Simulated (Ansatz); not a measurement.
# TaHO (singlet): wave-function methods side by side at distance Ta1–O2 = 2.464 Å, def2-SVP

An exercise on one series of results from a longer session: the logs are not shown, and one member is left open.

Computed with Ansatz 0.2.0, Gaussian basis. Level: def2-SVP, core rule «outside noble gas», up to 5 orbitals frozen.

To be run: UHF; CCSD(T) on RHF; CCSD(T) on UHF; CISD; CCSDT(Q) on RHF; CCSDT(Q) on UHF; CASSCF and MRCISD+Q, 2 electrons in 2 orbitals; CASSCF and NEVPT2, 2 electrons in 2 orbitals.

32 further runs of the same task are left out: 10 for a known fault of the program, 3 for a mislabelled method, 14 that didn't finish, 5 set aside as unsound or not needed.

**What is computed**

The geometry derives from a PBE0/def2-TZVP stationary point (not a proven minimum). One bond is set to the value named and the two fragments are kept rigid. No spin-orbit coupling is included. Elements past krypton take def2 core potentials.

3 atoms, charge 0, spin multiplicity 1.

Atoms are counted from 1 here; the program's logs count them from 0.

Bond lengths: Ta1–O2 2.464 Å, O2–H3 0.954 Å. Angles: Ta1–O2–H3 180.0°.

Set-up of the first run:

in.yaml reads:

```yaml
crystal:
  periodic: [false, false, false]
  atoms:
    - {symbol: Ta, position_ang: [0.000000, 0.000000, 1.960533]}
    - {symbol: O, position_ang: [0.000000, 0.000000, -0.503467]}
    - {symbol: H, position_ang: [0.000000, 0.000000, -1.457067]}
basis:
  gaussian: {orbitals: def2-SVP}
magnetization: {spin_polarized: true, initial_magnetization: 0}
hamiltonian: {xc: hf}
output: {orbitals: {seedname: orbitals}}
```

On the command line:

```sh
$ ansatz run in.yaml --threads 1 --pin off --events-out ev --progress --plain --max-ram 2393MiB
```

Among the steps run: UHF; CCSD(T) on RHF; CCSD(T) on UHF; CISD; CCSDT(Q) on RHF; CCSDT(Q) on UHF; CASSCF and MRCISD+Q, 2 electrons in 2 orbitals; CASSCF and NEVPT2, 2 electrons in 2 orbitals.

One table of the session follows, with a row left open; its other results are not shown here.

It belongs to the step «Misses and costs». 

```
       method  from RCCSDT(Q) (kcal/mol)
          RHF                    +201.06
          UHF                    +168.27
         RMP2                     +30.94
         UMP2                     +13.50
         CISD                     +36.30
        RCCSD                          ?
        UCCSD                      -2.14
     RCCSD(T)                      +5.73
     UCCSD(T)                     -10.73
       RCCSDT                      +3.19
       UCCSDT                     -14.11
    RCCSDT(Q)                          0
    UCCSDT(Q)                     -17.08
  CASSCF pair                    +188.46
  NEVPT2 pair                     +24.56
  MRCISD pair                     +28.95
MRCISD+Q pair                     +11.05
```

Q: Estimate the row for RCCSD from the others.

The run gave: from RCCSDT(Q) (kcal/mol): +14.87. In the column «from RCCSDT(Q) (kcal/mol)» it lies between UMP2 (+13.50) and NEVPT2 pair (+24.56).

The program flags UCCSD(T), UCCSDT(Q) as in doubt (see the logs), so those rows may rest on another solution; read them beside their warnings.

Limits of these values: The determinant is far from a pure spin state, so its energy mixes those of several spin states (harmless only where they are near-degenerate, as at dissociation). The program flags UCCSD(T), UCCSDT(Q) as in doubt, so those rows may rest on another solution; read them beside their warnings. Warnings: restricted reference is unstable; spin contamination; coupled cluster took another determinant than the lowest; large T1 diagnostic. Restricted and unrestricted rows rest on different reference determinants; where their highest levels disagree by more than a few hundredths of an eV, they describe different states and don't form one ladder.
